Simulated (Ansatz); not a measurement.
# Hafnium, bcc under r²SCAN: from relaxation to bulk modulus

Aim: take hafnium in the bcc structure, relax it, solve it on a dense k-mesh, switch on spin-orbit coupling, then scale the cell to 7 volumes from 88 to 112 % of the relaxed one and try a fit of the equation of state. The k-meshes are 12×12×12 for the relaxation; 20×20×20 for the dense run; 12×12×12 for spin-orbit coupling; 14×14×14 for the volumes.

This is Hf in the bcc structure; at room conditions it is hcp.

Program: Ansatz 0.2.0. Level of theory: DFT r2SCAN, plane waves (500 eV) with PAW, scalar-relativistic; the PAW data stem from PBE, with regenerated cores. These are calculated values, not measurements.

## Step 1: The starting structure

Symmetry: Im-3m, No. 229, cubic system. Conventional cell: a = 3.551 Å, b = 3.551 Å, c = 3.551 Å, α = 90.00°, β = 90.00°, γ = 90.00°. Hf (site symmetry m-3m) is surrounded by 8 Hf at 3.07 Å.

Coordinates:

```cif
data_structure
_symmetry_space_group_name_H-M 'Im-3m'
_symmetry_Int_Tables_number 229
_cell_length_a 3.5506
_cell_length_b 3.5506
_cell_length_c 3.5506
_cell_angle_alpha 90.000
_cell_angle_beta 90.000
_cell_angle_gamma 90.000
_cell_volume 44.76
loop_
_atom_site_label
_atom_site_type_symbol
_atom_site_symmetry_multiplicity
_atom_site_Wyckoff_symbol
_atom_site_fract_x
_atom_site_fract_y
_atom_site_fract_z
_atom_site_occupancy
Hf1 Hf 2 a 0.00000 0.00000 0.00000 1
```

## Step 2: Geometry optimisation

The input, input.yaml:

```yaml
crystal:
  lattice:
    - [-1.7752869173, 1.7752869173, 1.7752869173]
    - [1.7752869173, -1.7752869173, 1.7752869173]
    - [1.7752869173, 1.7752869173, -1.7752869173]
  atoms:
    - { symbol: Hf, position: [0.0, 0.0, 0.0] }
hamiltonian:
  xc: r2scan
  pseudopotentials:
    kind: paw
    azcp:
      Hf: "pseudopotentials/Hf.paw.azcp"
basis:
  ecutwfc: 500
  fft_grid_basis: typed
kpoints:
  mp_grid: { grid: [12, 12, 12], shift: [0, 0, 0] }
magnetization:
  spin_polarized: false
scf:
  occupations: { method: fermi_dirac, width: 0.1 }
relax:
  max_steps: 60
  f_tol: 0.01
  cell: {}
```

Command:

```bash
$ ansatz run input.yaml --threads 1 --pin off --max-ram 3584MiB --backend cpu --events-out ev --progress --plain --runs-dir out
```

After this run come: Single point on a dense mesh; With spin-orbit coupling; At 88 % of the relaxed volume; At 92 % of the relaxed volume; At 96 % of the relaxed volume; At 100 % of the relaxed volume; At 104 % of the relaxed volume; At 108 % of the relaxed volume; At 112 % of the relaxed volume.

Q: Predict the outcome of this session. Wanted: space group; conventional cell; volume; shortest distance; gap on the mesh; relative to hcp; V₀, B₀, B₀′.

**Answer**, as computed:

| quantity | value |
| --- | --- |
| space group (spins left aside) | Im-3m (No. 229) |
| conventional cell | a = 3.542 Å |
| volume | 22.219 Å³/atom |
| shortest distance | 3.067 Å |
| gap on the mesh | none (levels filled in part) |
| relative to hcp | +208 meV/atom |
| V₀, B₀, B₀′ | 22.148 Å³/atom, 101 GPa, 3.2 |

What this shows: The relaxation shrank the cell by 0.7 % in volume. It lies 208 meV/atom above the element's reference form at the same level (hcp, from a run of its own), so it is far from stable. No gap shows: it is a metal or semimetal at this level. Totals with and without spin-orbit coupling (+25.5 eV/atom apart) can't be read as binding, since the two-component data shift the zero of energy. B₀ comes out at 101 GPa. The symmetry was held, so the structure may be unstable against distortions that break it.
